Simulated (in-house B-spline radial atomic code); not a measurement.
# Cr⁷⁺: excited configurations

How much energy does it take to promote electrons of Cr⁷⁺ to other shells? Each configuration is solved by itself and compared with the reference.

Method: Dirac-Hartree-Fock, average of configuration, Fermi nucleus, basis-set limit. Code: in-house B-spline radial atomic code version 1.

## Step 1: The atom as given

| Item | Value |
| --- | --- |
| element | chromium (Z = 24) |
| charge | +7 |
| electrons | 17 |
| configuration | [Ne] 3s2 3p5 |
| Hamiltonian | Dirac-Coulomb |
| nucleus | Fermi, rms radius 3.645 fm |

Outer shells as boxes (Hund's rule):

[Ne] 3s2 3p5
```
[Ne] core
3s [↑↓]
3p [↑↓][↑↓][↑ ]
```

The boxes draw the filling by Hund's rule, which heavy ions in jj coupling don't follow; these runs average over all states of the configuration.

Settings of the run:

```ini
Z = 24
electrons = 17.0
configuration = [Ne] 3s2 3p5
hamiltonian = dirac
method = hf
spin_polarised = False
nucleus = fermi
rms_radius = 3.6452
mass_number = 52
atomic_mass = 51.940504714
speed_of_light = 137.035999084
```

From the earlier run of the reference: total energy -1034.504247 hartree. Levels, eight at most:

```csv
orbital,occupation,energy (eV),<r> (bohr)
1s1/2,2,-6194.27,0.06351
2s1/2,2,-874.45,0.2902
2p1/2,2,-761.22,0.2567
2p3/2,4,-752.40,0.2594
3s1/2,2,-221.73,0.8310
3p1/2,1.66667,-186.66,0.8502
3p3/2,3.33333,-185.31,0.8557
```

## Step 2: Run with [Ne] 3s2 3p4 7s1

Settings of the run:

```ini
Z = 24
electrons = 17.0
configuration = [Ne] 3s2 3p4 7s1
hamiltonian = dirac
method = hf
spin_polarised = False
nucleus = fermi
rms_radius = 3.6452
mass_number = 52
atomic_mass = 51.940504714
speed_of_light = 137.035999084
```

## Step 3: [Ne] 3s2 3p4 5s1

Changes to the settings of step 2:

```diff
@@ -2,3 +2,3 @@
 electrons = 17.0
-configuration = [Ne] 3s2 3p4 7s1
+configuration = [Ne] 3s2 3p4 5s1
 hamiltonian = dirac
```

## Step 4: Configuration [He] 2s2 2p5 3s2 3p5 5p1

Changes to the settings of step 3:

```diff
@@ -2,3 +2,3 @@
 electrons = 17.0
-configuration = [Ne] 3s2 3p4 5s1
+configuration = [He] 2s2 2p5 3s2 3p5 5p1
 hamiltonian = dirac
```

## Step 5: Run with [Ne] 3s2 3p4 6p1

Changes to the settings of step 4:

```diff
@@ -2,3 +2,3 @@
 electrons = 17.0
-configuration = [He] 2s2 2p5 3s2 3p5 5p1
+configuration = [Ne] 3s2 3p4 6p1
 hamiltonian = dirac
```

## Step 6: [Ne] 3s2 3p4 5f1

Changes to the settings of step 5:

```diff
@@ -2,3 +2,3 @@
 electrons = 17.0
-configuration = [Ne] 3s2 3p4 6p1
+configuration = [Ne] 3s2 3p4 5f1
 hamiltonian = dirac
```

## Step 7: Configuration [He] 2s2 2p5 3s2 3p5 6d1

Changes to the settings of step 6:

```diff
@@ -2,3 +2,3 @@
 electrons = 17.0
-configuration = [Ne] 3s2 3p4 5f1
+configuration = [He] 2s2 2p5 3s2 3p5 6d1
 hamiltonian = dirac
```

## Step 8: Configuration [He] 2s2 2p5 3s2 3p5 6s1

Changes to the settings of step 7:

```diff
@@ -2,3 +2,3 @@
 electrons = 17.0
-configuration = [He] 2s2 2p5 3s2 3p5 6d1
+configuration = [He] 2s2 2p5 3s2 3p5 6s1
 hamiltonian = dirac
```

## Step 9: [Ne] 3s1 3p5 4p1

Changes to the settings of step 8:

```diff
@@ -2,3 +2,3 @@
 electrons = 17.0
-configuration = [He] 2s2 2p5 3s2 3p5 6s1
+configuration = [Ne] 3s1 3p5 4p1
 hamiltonian = dirac
```

**Question.** How far above the reference does each configuration lie (order and size, in eV)?

The runs gave:

| net move | configuration | energy above the reference (eV) | with Breit, QED, recoil (eV) | largest <r> (bohr) |
| --- | --- | --- | --- | --- |
| 3p → 5s | [Ne] 3s2 3p4 5s1 | 133.11 | 133.07 | 3.18 |
| 3s → 4p | [Ne] 3s1 3p5 4p1 | 139.35 | 139.27 | 1.93 |
| 3p → 5f | [Ne] 3s2 3p4 5f1 | 148.96 | 148.90 | 3.76 |
| 3p → 6p | [Ne] 3s2 3p4 6p1 | 153.90 | 153.85 | 5.18 |
| 3p → 7s | [Ne] 3s2 3p4 7s1 | 161.56 | 161.51 | 7.03 |
| 2p → 5p | [He] 2s2 2p5 3s2 3p5 5p1 | 696.10 | 695.64 | 3.33 |
| 2p → 6s | [He] 2s2 2p5 3s2 3p5 6s1 | 710.33 | 709.86 | 4.87 |
| 2p → 6d | [He] 2s2 2p5 3s2 3p5 6d1 | 716.29 | 715.82 | 5.54 |

Quantum defects of the promoted electron, δ = n − ζ/√(−2ε) with ζ = 8 and ε its orbital energy in hartree:

| promotion | δ |
| --- | --- |
| 3p → 5s | 0.898 |
| 3s → 4p | 0.731 |
| 3p → 5f | 0.075 |
| 3p → 6p | 0.696 |
| 3p → 7s | 0.886 |
| 2p → 5p | 0.736 |
| 2p → 6s | 0.914 |
| 2p → 6d | 0.394 |

**Reading.** At the bottom stands 3p → 5s (133.11 eV), at the top 2p → 6d (716.29 eV). 3 of them lie more than 2 % above the ionisation threshold that Koopmans' theorem gives (185.31 eV), where such states can decay by emitting an electron. Of those tabulated, the defect is largest for 6s (0.91) and least for 5f (0.08): low angular momentum penetrates the core, high angular momentum stays outside it. Two partly filled shells share a symmetry and can mix in the average, which may lower the energy, for: 3s → 4p; 3p → 6p; 2p → 5p; 2p → 6s; 2p → 6d. These are averages over configurations, without correlation, not spectroscopic levels.
